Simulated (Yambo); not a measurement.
# TiB2 (P6/mmm) in Yambo: notebook

Runs on TiB2. Level: PBE. Tasks: optical spectrum.

Everything below comes from runs of Yambo 5.3.0. Logs are shortened: lines on timing, memory, paths and dates and some standing lists are left out, and cuts for length are marked.

### Step 1. The structure

The structure is hexagonal, space group P6/mmm (No. 191). Conventional cell: a = 3.029 Å, b = 3.029 Å, c = 3.228 Å, α = 90.00°, β = 90.00°, γ = 120.00°. Ti (site symmetry 6/mmm) has 12 B at 2.38 Å as nearest neighbours. Around B (site symmetry -6m2) lie 3 B at 1.75 Å.

### Step 2. Optical spectrum, PBE

File optics2.in:

```
optics
chi
tddft
Chimod= "ALDA"
% BndsRnXd
 1 | 34 |
%
NGsBlkXd= 3 Ry
% LongDrXd
 1 | 0 | 0 |
%
% QpntsRXd
 1 | 1 |
%
% EnRngeXd
 0 | 30 | eV
%
% DmRngeXd
 0.05 | 0.05 | eV
%
ETStpsXd= 300
FxcGRLc= 3 Ry
VXCRLvcs= 3 Ry
```

File scf.in:

```
&CONTROL
  calculation = 'scf'
  prefix = 'pwscf'
  outdir = './tmp'
  pseudo_dir = './pseudo'
/
&SYSTEM
  ibrav = 0
  nat = 3
  ntyp = 2
  ecutwfc = 84
  nbnd = 15
  occupations = 'smearing'
  smearing = 'fd'
  degauss = 0.00367493
  force_symmorphic = .true.
/
&ELECTRONS
  conv_thr = 6d-10
  electron_maxstep = 120
  mixing_beta = 0.5
/
ATOMIC_SPECIES
Ti    47.8670 Ti.upf
B     10.8100 B.upf
CELL_PARAMETERS angstrom
   3.0292000000    0.0000000000    0.0000000000
  -1.5146000000    2.6233641531    0.0000000000
   0.0000000000    0.0000000000    3.2284000000
ATOMIC_POSITIONS angstrom
Ti     0.0000000000    0.0000000000    0.0000000000
B      1.5146000002    0.8744547176    1.6142000000
B     -0.0000000002    1.7489094355    1.6142000000
K_POINTS automatic
18 18 16 0 0 0
```

File nscf.in:

```
&CONTROL
  calculation = 'nscf'
  prefix = 'pwscf'
  outdir = './tmp'
  pseudo_dir = './pseudo'
/
&SYSTEM
  ibrav = 0
  nat = 3
  ntyp = 2
  ecutwfc = 84
  nbnd = 34
  occupations = 'smearing'
  smearing = 'fd'
  degauss = 0.00367493
  force_symmorphic = .true.
/
&ELECTRONS
  conv_thr = 1d-08
  diago_full_acc = .true.
  diago_thr_init = 1d-06
/
ATOMIC_SPECIES
Ti    47.8670 Ti.upf
B     10.8100 B.upf
CELL_PARAMETERS angstrom
   3.0292000000    0.0000000000    0.0000000000
  -1.5146000000    2.6233641531    0.0000000000
   0.0000000000    0.0000000000    3.2284000000
ATOMIC_POSITIONS angstrom
Ti     0.0000000000    0.0000000000    0.0000000000
B      1.5146000002    0.8744547176    1.6142000000
B     -0.0000000002    1.7489094355    1.6142000000
K_POINTS automatic
18 18 16 0 0 0
```

Potentials or basis: PseudoDojo 0.4.1 SR PBE standard.

Run with:

```console
OMP_NUM_THREADS=1 pw.x -in scf.in > scf.out
OMP_NUM_THREADS=1 pw.x -in nscf.in > nscf.out
cd tmp/pwscf.save; p2y; mv SAVE ../..; cd ../..
OMP_NUM_THREADS=1 yambo
OMP_NUM_THREADS=1 yambo -F optics2.in -J optics2 -C optics2_out
```

Yambo's report:

```text
[... sections 02.01 to 02.04 as in the set-up run ...]

  [02.05] Energies & Occupations
  ==============================

  [X] === General ===
  [X] Electronic Temperature                        :  0.258606E-1   300.100    [eV K]
  [X] Bosonic    Temperature                        :  0.258606E-1   300.100    [eV K]
  [X] Finite Temperature mode                       : yes
  [X] El. density                                   :  0.70161E+24 [cm-3]
  [X] Fermi Level                                   :  15.22871 [eV]

  [X] === Gaps and Widths ===
  [X] Conduction Band Min                           :  15.22871 [eV]
  [X] Valence Band Max                              :  15.22871 [eV]
  [X] Filled Bands                                  :   8
  [X] Metallic Bands                                :   9  10
  [X] Empty Bands                                   :   11   34

  [X] === Metallic Characters ===
  [X] N of el / N of met el                         :  18.00000   1.99576
  [X] Average metallic occ.                         :  0.249470

  [WARNING] [X] Metallic system

 [03] Transferred momenta grid and indexing
 ==========================================

 IBZ Q-points                                      :   333
 BZ  Q-points                                      :   5184

 K/Q-points units:
 rlu = crystal or reduced units; cc = cartesian coordinates; iku = interal k-units

 Q [  1]        [rlu]:  0.000000  0.000000  0.000000
 Q [  2]        [rlu]:  0.000000  0.000000  0.062500
 Q [  3]        [rlu]:  0.000000  0.000000  0.125000
 Q [  4]        [rlu]:  0.000000  0.000000  0.187500
 Q [  5]        [rlu]:  0.000000  0.000000  0.250000
 Q [  6]        [rlu]:  0.000000  0.000000  0.312500
[... 42 lines left out ...]
 Q [ 49]        [rlu]:  0.80737E-17  0.27778      0.18750
 Q [ 50]        [rlu]:  0.80737E-17  0.27778      0.25000

 Remaining 283 points informations can be written running with -fatlog

 [04] Dipoles
 ============

  [04.01] Setup: observables and procedures
  =========================================

  [WF-Oscillators/G space/Transverse up loader] Normalization (few states)  min/max  :  0.19395E-17   1.0000

  [WR./optics2//ndb.dipoles]------------------------------------------------------
   Brillouin Zone Q/K grids (IBZ/BZ)                :    333   5184    333   5184
   RL vectors                                       :  2869 [WF]
   Fragmentation                                    : yes
   Electronic Temperature                           :  300.1000 [K]
   Bosonic    Temperature                           :  300.1000 [K]
   DIP band range                                   :    1   34
   DIP band range limits                            :  10   9
   DIP e/h energy range                             : -1.000000 -1.000000 [eV]
   RL vectors in the sum                            :  2869
   [r,Vnl] included                                 : yes
   Bands ordered                                    : yes
   Direct v evaluation                              : no
   Approach used                                    : G-space v
   Dipoles computed                                 : R V P [G-space]
   Wavefunctions                                    : Perdew, Burke & Ernzerhof(X)+Perdew, Burke & Ernzerhof(C)

  [WARNING] [r,Vnl^pseudo] included in position and velocity dipoles.

  [WARNING] In case H contains other non local terms, these are neglected

 [05] Optics
 ===========

 [xc] Functional : Perdew, Burke & Ernzerhof(X)+Perdew, Burke & Ernzerhof(C)
 [xc] LIBXC used to calculate xc functional
  PP Number of Atomic Species                      :  2
  NLCC RL compoments                               :  17999
 [X-CG] R(p) Tot o/o(of R):    58418  1184623      100

 [WARNING] The system is a metal but Drude term not included.
```

Run time: 4.5 min. Hardware: 1 thread of Arm Neoverse V2, shared host; peak memory 1.8 GiB.

Results:

```yaml
Band_gap_on_the_k_mesh_mean-field_level: none (metal or under the smearing width)
Peak_of_the_energy-loss_function: 23.6 eV
```

Dielectric function (along the field direction of the input):
| energy (eV) | real part | imaginary part |
| --- | --- | --- |
| 0.30 | 47.90 | 10.89 |
| 0.80 | 35.83 | 44.12 |
| 1.30 | 18.20 | 49.93 |
| 1.81 | 8.46 | 23.06 |
| 2.31 | -1.70 | 17.52 |
| 2.81 | 3.85 | 13.29 |
| 3.31 | 2.48 | 11.75 |
| 3.81 | 0.20 | 10.36 |
| 4.31 | 1.00 | 9.61 |
| 4.82 | 0.24 | 6.71 |
| 5.32 | 2.06 | 7.48 |
| 5.82 | 1.60 | 8.09 |
| 6.32 | 1.60 | 7.27 |
| 6.82 | 1.91 | 5.27 |
| 7.32 | 1.69 | 5.92 |
| 7.83 | 0.66 | 9.11 |
| 8.33 | -1.08 | 7.76 |
| 8.83 | -0.52 | 5.32 |
| 9.33 | 0.67 | 4.94 |
| 9.83 | -1.12 | 6.13 |
| 10.33 | -1.07 | 5.50 |
| 10.84 | -1.26 | 4.95 |
| 11.34 | -0.91 | 5.51 |
| 11.84 | -2.89 | 5.55 |
| 12.34 | -3.76 | 3.58 |
| 12.84 | -2.03 | 3.35 |
| 13.34 | -2.83 | 2.41 |
| 13.85 | -2.04 | 2.35 |
| 14.35 | -2.12 | 1.65 |
| 14.85 | -2.21 | 1.64 |
| 15.35 | -1.65 | 1.47 |
| 15.85 | -1.30 | 1.10 |
| 16.35 | -1.39 | 0.94 |
| 16.86 | -0.98 | 0.81 |
| 17.36 | -1.05 | 0.79 |
| 17.86 | -0.88 | 0.71 |
| 18.36 | -0.83 | 0.69 |
| 18.86 | -0.50 | 0.42 |
| 19.36 | -0.58 | 0.75 |
| 19.97 | -0.47 | 0.37 |

Energy-loss function:
```csv
energy (eV),loss
0.0,0.000
1.3,0.018
2.6,0.067
3.9,0.108
5.2,0.117
6.5,0.148
7.8,0.109
9.1,0.180
10.4,0.178
11.7,0.143
13.0,0.173
14.3,0.229
15.7,0.313
17.0,0.512
18.3,0.791
19.6,0.993
20.9,1.760
22.2,2.792
23.5,3.734
24.8,3.093
26.1,1.460
27.4,0.812
28.7,0.546
30.0,0.305
```

Caveat: the LDA kernel is used on GGA states, which is inconsistent by a few percent; the intraband (Drude) term of the metal is left out; the ground state has no gap, which makes the many-body step unreliable; these spectra lack excitons.

### Step 3. Optical spectrum, PBE

File optics3.in:

```
optics
chi
Chimod= "IP"
% BndsRnXd
 1 | 34 |
%
% LongDrXd
 1 | 0 | 0 |
%
% QpntsRXd
 1 | 1 |
%
% EnRngeXd
 0 | 10 | eV
%
% DmRngeXd
 0.1 | 0.1 | eV
%
ETStpsXd= 150
```

scf.in is that of step 2.

nscf.in is that of step 2.

Potentials or basis: PseudoDojo 0.4.1 SR PBE standard.

Run with:

```console
OMP_NUM_THREADS=1 pw.x -in scf.in > scf.out
OMP_NUM_THREADS=1 pw.x -in nscf.in > nscf.out
cd tmp/pwscf.save; p2y; mv SAVE ../..; cd ../..
OMP_NUM_THREADS=1 yambo
OMP_NUM_THREADS=1 yambo -F optics3.in -J optics3 -C optics3_out
```

Yambo's report:

```text
[... sections 02.01 to 02.04 as in the set-up run ...]

  [02.05] Energies & Occupations
  ==============================

  [X] === General ===
  [X] Electronic Temperature                        :  0.258606E-1   300.100    [eV K]
  [X] Bosonic    Temperature                        :  0.258606E-1   300.100    [eV K]
  [X] Finite Temperature mode                       : yes
  [X] El. density                                   :  0.70161E+24 [cm-3]
  [X] Fermi Level                                   :  15.22871 [eV]

  [X] === Gaps and Widths ===
  [X] Conduction Band Min                           :  15.22871 [eV]
  [X] Valence Band Max                              :  15.22871 [eV]
  [X] Filled Bands                                  :   8
  [X] Metallic Bands                                :   9  10
  [X] Empty Bands                                   :   11   34

  [X] === Metallic Characters ===
  [X] N of el / N of met el                         :  18.00000   1.99576
  [X] Average metallic occ.                         :  0.249470

  [WARNING] [X] Metallic system

 [03] Transferred momenta grid and indexing
 ==========================================

 IBZ Q-points                                      :   333
 BZ  Q-points                                      :   5184

 K/Q-points units:
 rlu = crystal or reduced units; cc = cartesian coordinates; iku = interal k-units

 Q [  1]        [rlu]:  0.000000  0.000000  0.000000
 Q [  2]        [rlu]:  0.000000  0.000000  0.062500
 Q [  3]        [rlu]:  0.000000  0.000000  0.125000
 Q [  4]        [rlu]:  0.000000  0.000000  0.187500
 Q [  5]        [rlu]:  0.000000  0.000000  0.250000
 Q [  6]        [rlu]:  0.000000  0.000000  0.312500
[... 42 lines left out ...]
 Q [ 49]        [rlu]:  0.80737E-17  0.27778      0.18750
 Q [ 50]        [rlu]:  0.80737E-17  0.27778      0.25000

 Remaining 283 points informations can be written running with -fatlog

 [04] Dipoles
 ============

  [04.01] Setup: observables and procedures
  =========================================

  [WF-Oscillators/G space/Transverse up loader] Normalization (few states)  min/max  :  0.19395E-17   1.0000

  [WR./optics3//ndb.dipoles]------------------------------------------------------
   Brillouin Zone Q/K grids (IBZ/BZ)                :    333   5184    333   5184
   RL vectors                                       :  2869 [WF]
   Fragmentation                                    : yes
   Electronic Temperature                           :  300.1000 [K]
   Bosonic    Temperature                           :  300.1000 [K]
   DIP band range                                   :    1   34
   DIP band range limits                            :  10   9
   DIP e/h energy range                             : -1.000000 -1.000000 [eV]
   RL vectors in the sum                            :  2869
   [r,Vnl] included                                 : yes
   Bands ordered                                    : yes
   Direct v evaluation                              : no
   Approach used                                    : G-space v
   Dipoles computed                                 : R V P [G-space]
   Wavefunctions                                    : Perdew, Burke & Ernzerhof(X)+Perdew, Burke & Ernzerhof(C)

  [WARNING] [r,Vnl^pseudo] included in position and velocity dipoles.

  [WARNING] In case H contains other non local terms, these are neglected

 [05] Optics
 ===========

 [X-CG] R(p) Tot o/o(of R):    58418  1184623      100

 [WARNING] The system is a metal but Drude term not included.
```

o-optics3.eps_q1_ip:

```text
# Absorption @ Q(1):   1.00000000      0.00000000      0.00000000    [q->0 direction]
#
# [ X ] Hartree size                              :  1
# [GEN] GF Energies                               : Perdew, Burke & Ernzerhof(X)+Perdew, Burke & Ernzerhof(C)
# [GEN] Green`s Function                          : Retarded
#
# [GEN] Gauge                                     : Length
# [GEN] [r,Vnl] included                          : yes
#
#    E[1] [eV]          Im(eps)            Re(eps)
#
        0.000000          -0.15035E-15        78.78072
        0.067114           17.17266           69.80220
        0.134228           18.59944           57.72367
        0.201342           17.58240           53.62180
        0.268456           15.84349           50.57860
        0.335570           14.10510           52.74199
[... 142 lines left out ...]
        9.932886           5.803017          -0.759836
        10.00000           5.798885          -0.839614
#
```

Run time: 4.2 min. Hardware: 1 thread of Arm Neoverse V2, shared host; peak memory 0.44 GiB.

Results:

| Property | Result |
| --- | --- |
| Band gap on the k mesh, mean-field level | none (metal or under the smearing width) |

Dielectric function (along the field direction of the input):
```
energy (eV)  real part  imaginary part
       0.27      50.58           15.84
       0.74      35.34           38.42
       1.28      19.79           39.44
       1.74       6.38           21.14
       2.28      -0.42           19.09
       2.82       3.15           13.91
       3.29       2.16           12.05
       3.83       0.53           10.26
       4.36       0.68            9.49
       4.83       0.78            6.77
       5.37       2.24            7.10
       5.84       1.97            7.69
       6.38       1.02            7.39
       6.91       2.58            6.12
       7.38       2.12            6.28
       7.92       0.88            8.01
       8.46      -0.98            7.44
       8.93      -0.71            5.83
       9.46       0.10            5.75
      10.00      -0.84            5.80
```

Caveat: the intraband (Drude) term of the metal is left out; the ground state has no gap, which makes the many-body step unreliable; independent-particle spectra lack excitons.

### Step 4. Optical spectrum, PBE

File optics4.in:

```
optics
chi
Chimod= "HARTREE"
% BndsRnXd
 1 | 34 |
%
NGsBlkXd= 3 Ry
% LongDrXd
 0 | 0 | 1 |
%
% QpntsRXd
 1 | 1 |
%
% EnRngeXd
 0 | 30 | eV
%
% DmRngeXd
 0.3 | 0.3 | eV
%
ETStpsXd= 150
```

scf.in is that of step 3.

nscf.in is that of step 3.

Potentials or basis: PseudoDojo 0.4.1 SR PBE standard.

Run with:

```console
OMP_NUM_THREADS=1 pw.x -in scf.in > scf.out
OMP_NUM_THREADS=1 pw.x -in nscf.in > nscf.out
cd tmp/pwscf.save; p2y; mv SAVE ../..; cd ../..
OMP_NUM_THREADS=1 yambo
OMP_NUM_THREADS=1 yambo -F optics4.in -J optics4 -C optics4_out
```

Yambo's report:

```text
[... sections 02.01 to 02.04 as in the set-up run ...]

  [02.05] Energies & Occupations
  ==============================

  [X] === General ===
  [X] Electronic Temperature                        :  0.258606E-1   300.100    [eV K]
  [X] Bosonic    Temperature                        :  0.258606E-1   300.100    [eV K]
  [X] Finite Temperature mode                       : yes
  [X] El. density                                   :  0.70161E+24 [cm-3]
  [X] Fermi Level                                   :  15.22871 [eV]

  [X] === Gaps and Widths ===
  [X] Conduction Band Min                           :  15.22871 [eV]
  [X] Valence Band Max                              :  15.22871 [eV]
  [X] Filled Bands                                  :   8
  [X] Metallic Bands                                :   9  10
  [X] Empty Bands                                   :   11   34

  [X] === Metallic Characters ===
  [X] N of el / N of met el                         :  18.00000   1.99576
  [X] Average metallic occ.                         :  0.249470

  [WARNING] [X] Metallic system

 [03] Transferred momenta grid and indexing
 ==========================================

 IBZ Q-points                                      :   333
 BZ  Q-points                                      :   5184

 K/Q-points units:
 rlu = crystal or reduced units; cc = cartesian coordinates; iku = interal k-units

 Q [  1]        [rlu]:  0.000000  0.000000  0.000000
 Q [  2]        [rlu]:  0.000000  0.000000  0.062500
 Q [  3]        [rlu]:  0.000000  0.000000  0.125000
 Q [  4]        [rlu]:  0.000000  0.000000  0.187500
 Q [  5]        [rlu]:  0.000000  0.000000  0.250000
 Q [  6]        [rlu]:  0.000000  0.000000  0.312500
[... 42 lines left out ...]
 Q [ 49]        [rlu]:  0.80737E-17  0.27778      0.18750
 Q [ 50]        [rlu]:  0.80737E-17  0.27778      0.25000

 Remaining 283 points informations can be written running with -fatlog

 [04] Dipoles
 ============

  [04.01] Setup: observables and procedures
  =========================================

  [WF-Oscillators/G space/Transverse up loader] Normalization (few states)  min/max  :  0.19395E-17   1.0000

  [WR./optics4//ndb.dipoles]------------------------------------------------------
   Brillouin Zone Q/K grids (IBZ/BZ)                :    333   5184    333   5184
   RL vectors                                       :  2869 [WF]
   Fragmentation                                    : yes
   Electronic Temperature                           :  300.1000 [K]
   Bosonic    Temperature                           :  300.1000 [K]
   DIP band range                                   :    1   34
   DIP band range limits                            :  10   9
   DIP e/h energy range                             : -1.000000 -1.000000 [eV]
   RL vectors in the sum                            :  2869
   [r,Vnl] included                                 : yes
   Bands ordered                                    : yes
   Direct v evaluation                              : no
   Approach used                                    : G-space v
   Dipoles computed                                 : R V P [G-space]
   Wavefunctions                                    : Perdew, Burke & Ernzerhof(X)+Perdew, Burke & Ernzerhof(C)

  [WARNING] [r,Vnl^pseudo] included in position and velocity dipoles.

  [WARNING] In case H contains other non local terms, these are neglected

 [05] Optics
 ===========

 [X-CG] R(p) Tot o/o(of R):    58418  1184623      100

 [WARNING] The system is a metal but Drude term not included.
```

It took 4.4 min on 1 thread of Arm Neoverse V2, shared host; peak memory 1.8 GiB.

What came out:

* Band gap on the k mesh, mean-field level: none (metal or under the smearing width)
* Peak of the energy-loss function: 23.6 eV

Dielectric function (along the field direction of the input):
```tsv
energy (eV)	real part	imaginary part
0.40	48.70	15.72
0.81	30.87	29.50
1.21	20.79	25.85
1.81	10.55	24.55
2.21	5.40	20.03
2.82	4.77	15.70
3.22	3.20	14.21
3.83	3.03	12.34
4.23	2.76	12.05
4.83	0.75	11.76
5.23	0.02	10.30
5.84	-0.35	8.66
6.24	-0.33	8.03
6.85	0.32	7.17
7.25	0.75	7.63
7.85	-0.52	9.37
8.26	-3.20	9.26
8.86	-4.32	5.20
9.26	-3.47	3.87
9.87	-2.16	2.99
10.27	-1.60	2.79
10.87	-1.13	3.24
11.28	-1.15	3.19
11.88	-1.40	3.24
12.28	-1.56	3.01
12.89	-1.82	2.39
13.29	-1.64	2.08
13.89	-1.58	1.69
14.30	-1.31	1.39
14.90	-1.07	1.34
15.30	-1.02	1.21
15.91	-0.81	1.04
16.31	-0.69	0.95
16.91	-0.52	0.93
17.32	-0.52	0.83
17.92	-0.26	0.74
18.32	-0.19	0.79
18.93	-0.15	0.82
19.33	-0.14	0.76
19.93	-0.03	0.75
```

Energy-loss function:
```json
{"energy (eV)": "0.0", "loss": "0.000"}
{"energy (eV)": "1.2", "loss": "0.023"}
{"energy (eV)": "2.6", "loss": "0.057"}
{"energy (eV)": "3.8", "loss": "0.076"}
{"energy (eV)": "5.2", "loss": "0.097"}
{"energy (eV)": "6.4", "loss": "0.131"}
{"energy (eV)": "7.9", "loss": "0.106"}
{"energy (eV)": "9.1", "loss": "0.127"}
{"energy (eV)": "10.5", "loss": "0.296"}
{"energy (eV)": "11.7", "loss": "0.266"}
{"energy (eV)": "13.1", "loss": "0.281"}
{"energy (eV)": "14.3", "loss": "0.380"}
{"energy (eV)": "15.7", "loss": "0.566"}
{"energy (eV)": "16.9", "loss": "0.814"}
{"energy (eV)": "18.3", "loss": "1.197"}
{"energy (eV)": "19.5", "loss": "1.335"}
{"energy (eV)": "20.9", "loss": "1.297"}
{"energy (eV)": "22.1", "loss": "1.620"}
{"energy (eV)": "23.6", "loss": "2.343"}
{"energy (eV)": "24.8", "loss": "2.126"}
{"energy (eV)": "26.2", "loss": "1.574"}
{"energy (eV)": "27.4", "loss": "1.105"}
{"energy (eV)": "28.8", "loss": "0.684"}
{"energy (eV)": "30.0", "loss": "0.596"}
```

Caveat: the intraband (Drude) term of the metal is left out; the ground state has no gap, which makes the many-body step unreliable; these spectra lack excitons.

(Continued in part 2 of 2.)
